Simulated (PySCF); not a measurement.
# C3H9NSi: the cost of one run

Programs: PySCF 2.14.0, with density-fitted response routines of our own. Each step states its level of theory. These are calculated values for one molecule in the gas phase, unless marked as measured. Atoms are numbered from 0 throughout.

## Step 1: The starting structure

14 atoms, charge 0, multiplicity 1; geometry from: PBE0-D3(BJ)/def2-SVP.

Bonds of the start (Å): C0–N1 1.43, N1–C2 1.46, C2–Si3 1.90, Si3–C4 1.90, C4–N1 1.46, C0–H5 1.10, C0–H6 1.11, C0–H7 1.10, C2–H8 1.11, C2–H9 1.10, Si3–H10 1.49, Si3–H11 1.49, C4–H12 1.11, C4–H13 1.10.

## Step 2: Shielding tensors: HF/pcSseg-1

What the job is given:

```
{"job": {"kind": "nmr", "xc": "HF", "basis": "pcSseg-1", "pop": false}, "charge": 0, "multiplicity": 1}
C     -1.671605     0.463088    -0.073115
N     -0.310684     0.203589    -0.442648
C      0.200078    -1.155086    -0.255117
Si     1.928139    -0.369340    -0.215607
C      0.728673     1.062561     0.126740
H     -2.348489    -0.208858    -0.624390
H     -1.860639     0.320404     1.016122
H     -1.944006     1.498880    -0.330745
H     -0.082275    -1.603969     0.725096
H     -0.092372    -1.857675    -1.052745
H      2.628019    -0.307314    -1.532244
H      2.892836    -0.783910     0.847207
H      0.597907     1.256464     1.216034
H      0.837934     2.032509    -0.385750
```

Method: GIAO HF/pcSseg-1 NMR shielding, non-relativistic, gas phase.

Run with:

```bash
OMP_NUM_THREADS=1 python probes_run.py task.json out
```

One launch serves the whole session: the jobs run in the order shown.

**Question.** How long does this first job take on 1 thread of AMD EPYC 9R45, shared host, and how much memory does it need?

About 2.6 s, with a peak of 0.74 GiB.
